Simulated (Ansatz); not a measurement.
# triplet CH5BOSi at 6 levels

We compute a comparison of 6 runs (UHF/STO-3G, UB3LYP/6-31G*, UB2PLYP/def2-SVP, UPBE-QIDH/def2-SVP, USVWN5/def2-SVP, RPA@PBE/def2-SVP) of triplet CH5BOSi. 

The calculation is run with Ansatz 0.2.0.

123 further runs of the same task are left out: 123 set aside as unsound or not needed.

### 1 The structure to begin with

The species is CH5BOSi (9 atoms), meant as a triplet with charge 0. SMILES of the parent species: `B[SiH2]C=O`. Geometry: relaxed at PBE0-D4/def2-TZVP. That shape belongs to the parent species and isn't relaxed for this state.

Bond lengths: B1–Si2 2.006 Å, Si2–C3 1.933 Å, C3–O4 1.202 Å, B1–H5 1.196 Å, B1–H6 1.194 Å, Si2–H7 1.484 Å, Si2–H8 1.495 Å, C3–H9 1.118 Å. Some angles: B1–Si2–C3 108.4°, Si2–C3–O4 123.6°, B1–Si2–H7 117.0°, B1–Si2–H8 106.3°, C3–Si2–H7 108.9°, C3–Si2–H8 105.6°, Si2–B1–H5 119.1°, Si2–B1–H6 123.0°, Si2–C3–H9 116.8°, O4–C3–H9 119.6°.

### 2 A single-point energy at UHF/STO-3G (run 1)

in.yaml

```yaml
crystal:
  periodic: [false, false, false]
  atoms:
    - {symbol: B, position_ang: [-0.950100, 0.850000, -1.073100]}
    - {symbol: Si, position_ang: [0.610800, -0.206000, -0.386500]}
    - {symbol: C, position_ang: [0.330600, -0.553700, 1.494500]}
    - {symbol: O, position_ang: [1.022800, -0.098400, 2.365800]}
    - {symbol: H, position_ang: [-2.057600, 0.518200, -0.767000]}
    - {symbol: H, position_ang: [-0.828800, 1.799400, -1.786900]}
    - {symbol: H, position_ang: [1.958100, 0.387600, -0.570700]}
    - {symbol: H, position_ang: [0.542000, -1.540900, -1.055900]}
    - {symbol: H, position_ang: [-0.539200, -1.202400, 1.762900]}
basis:
  gaussian: {orbitals: STO-3G}
magnetization: {spin_polarized: true, initial_magnetization: 2}
hamiltonian: {xc: hf}
accuracy: high
output: {orbitals: {seedname: orbitals}}
```

Command:

```sh
ansatz run in.yaml --threads 1 --pin off --max-ram 3480MiB --events-out events.jsonl --progress --plain --runs-dir runs
```

Log:

```text
Warning: RAYON_NUM_THREADS=1 ignored (pool sized by the plan → 1); use --threads N
Functional definition: HF
  name "HF"
  exchange = exact_x
  correlation = 0
571 factors; integrals over basis functions are off by at most 2.9e-8 eV
mean field evaluation 1: about -11532.3988 eV, gradient 1.9e1 eV
mean field evaluation 2: about -11532.4886 eV, gradient 1.9e1 eV
mean field evaluation 4: about -11536.7288 eV, gradient 4.7e0 eV
mean field evaluation 8: about -11537.6111 eV, gradient 2.0e-1 eV
mean field evaluation 16: about -11537.6097 eV, gradient 1.1e-8 eV
mean field evaluation 32: about -11527.3983 eV, gradient 1.7e1 eV
mean field -11537.60967144 eV, -423.9993349526 hartree, gradient 1.1e-8 eV, S^2 2.006108; 0 other end points of the search recorded, 0 dependent functions left out
reference -11537.60967144 eV, -423.9993349526 hartree; 20, 18 occupied and 9, 11 virtual orbitals, 571 factors
Total energy: -11537.60967144 eV, -423.9993349526 hartree
```

It took 0.42 s on 1 thread of Arm Neoverse V2, shared host.

### 3 A single-point energy at UB3LYP/6-31G(d) (spherical functions) (run 2)

input.yaml

```yaml
crystal:
  periodic: [false, false, false]
  atoms:
    - {symbol: B, position_ang: [-0.950100, 0.850000, -1.073100]}
    - {symbol: Si, position_ang: [0.610800, -0.206000, -0.386500]}
    - {symbol: C, position_ang: [0.330600, -0.553700, 1.494500]}
    - {symbol: O, position_ang: [1.022800, -0.098400, 2.365800]}
    - {symbol: H, position_ang: [-2.057600, 0.518200, -0.767000]}
    - {symbol: H, position_ang: [-0.828800, 1.799400, -1.786900]}
    - {symbol: H, position_ang: [1.958100, 0.387600, -0.570700]}
    - {symbol: H, position_ang: [0.542000, -1.540900, -1.055900]}
    - {symbol: H, position_ang: [-0.539200, -1.202400, 1.762900]}
basis:
  gaussian:
    orbitals: 6-31G_st_-spherical.json
magnetization:
  spin_polarized: true
  initial_magnetization: 2
hamiltonian:
  xc: {name: B3LYP}
accuracy: high
output:
  orbitals: {seedname: orbitals}
```

The basis set 6-31G* is read from a file made from the Basis Set Exchange's data (not shown).

Command:

```sh
ansatz run input.yaml --threads 1 --pin off --max-ram 3480MiB --events-out events.jsonl --progress --plain --runs-dir runs
```

Log:

```text
Warning: RAYON_NUM_THREADS=1 ignored (pool sized by the plan → 1); use --threads N
Functional definition: B3LYP
  name "B3LYP"
  parameter a0 = 0.2
  parameter ax = 0.72
  parameter ac = 0.81
  exchange = (1 - a0 - ax)*slater_x + ax*b88_x + a0*exact_x
  correlation = (1 - ac)*vwn_rpa_c + ac*lyp_c
1624 factors; integrals over basis functions are off by at most 3.8e-9 eV
mean field evaluation 1: about -11712.4333 eV, gradient 2.1e1 eV
mean field evaluation 2: about -11710.0422 eV, gradient 3.4e1 eV
mean field evaluation 4: about -11714.6566 eV, gradient 3.7e0 eV
mean field evaluation 8: about -11714.9629 eV, gradient 6.8e-1 eV
mean field evaluation 16: about -11714.9706 eV, gradient 5.2e-3 eV
mean field evaluation 32: about -11714.9706 eV, gradient 8.5e-8 eV
mean field -11714.97056770 eV, -430.5172276708 hartree, gradient 8.5e-8 eV, S^2 2.012495; 2 other end points of the search recorded, 0 dependent functions left out
reference -11714.97060726 eV, -430.5172291244 hartree; 20, 18 occupied and 50, 52 virtual orbitals, 1624 factors
Total energy: -11714.97060726 eV, -430.5172291244 hartree
```

Run time: 14 s. Hardware: 1 thread of Arm Neoverse V2, shared host; peak memory 0.31 GiB.

Runs 3 to 5 aren't shown in full; the table further down has their settings and results.

### 4 The energy at RPA@PBE/def2-SVP (run 6)

job.yaml

```yaml
crystal:
  periodic: [false, false, false]
  atoms:
    - {symbol: B, position_ang: [-0.950100, 0.850000, -1.073100]}
    - {symbol: Si, position_ang: [0.610800, -0.206000, -0.386500]}
    - {symbol: C, position_ang: [0.330600, -0.553700, 1.494500]}
    - {symbol: O, position_ang: [1.022800, -0.098400, 2.365800]}
    - {symbol: H, position_ang: [-2.057600, 0.518200, -0.767000]}
    - {symbol: H, position_ang: [-0.828800, 1.799400, -1.786900]}
    - {symbol: H, position_ang: [1.958100, 0.387600, -0.570700]}
    - {symbol: H, position_ang: [0.542000, -1.540900, -1.055900]}
    - {symbol: H, position_ang: [-0.539200, -1.202400, 1.762900]}
basis:
  gaussian:
    orbitals: def2-SVP
magnetization:
  spin_polarized: true
  initial_magnetization: 2
hamiltonian:
  xc: {name: PBE}
correlation:
  method: rpa
  frozen_orbitals: {B: 1, C: 1, H: 0, O: 1, Si: 5}
accuracy: high
```

Command:

```sh
ansatz run job.yaml --threads 1 --pin off --max-ram 3480MiB --events-out events.jsonl --progress --plain --runs-dir runs
```

Log, shortened:

```text
Warning: RAYON_NUM_THREADS=1 ignored (pool sized by the plan → 1); use --threads N
Functional definition: PBE
  name "PBE"
[...]
1932 factors; integrals over basis functions are off by at most 3.7e-9 eV
[...]
mean field -11700.72509586 eV, -429.9937162365 hartree, gradient 4.6e-8 eV, S^2 2.005276; 8 other end points of the search recorded, 0 dependent functions left out
8 core orbitals not correlated: weight in the atoms' cores, before any rotation towards them, 1.000 or more for the frozen orbitals, at most 0.000 for the correlated occupied ones
reference -11668.97679508 eV, -428.8269877025 hartree; 12, 10 occupied and 65, 67 virtual orbitals, 1932 factors
Total energy: -11692.70272621 eV, -429.6988995896 hartree
```

It took 36 s on 1 thread of Arm Neoverse V2, shared host; peak memory 0.41 GiB.

### 5 All runs side by side

```tsv
run	level	frozen core orbitals	energy (Eh)	HOMO energy (eV)	⟨S²⟩	wall time
1	UHF/STO-3G	–	-423.999335	-5.33	2.006	0.42 s
2	UB3LYP/6-31G* (spherical functions)	–	-430.517229	-4.19	2.012	14 s
3	UB2PLYP/def2-SVP	8	-430.031054	-5.55	2.019	18 s
4	UPBE-QIDH/def2-SVP	8	-429.859312	-6.56	2.021	19 s
5	USVWN5/def2-SVP	–	-427.945276	-3.95	2.003	9 s
6	RPA@PBE/def2-SVP	8	-429.698900	–	2.005	36 s
```

### 6 Results

| quantity | value |
| --- | --- |
| run 6: total energy | -429.69890 Eh |
| run 6: RPA correlation energy (valence) | -871.9 mEh |
| run 6: ⟨S²⟩ of the reference determinant | 2.005 |

In words: Totals of different functionals can't be ranked against each other. In run 1 the basis is minimal, so the values are rough. All runs together took 96 s, the longest 36 s.
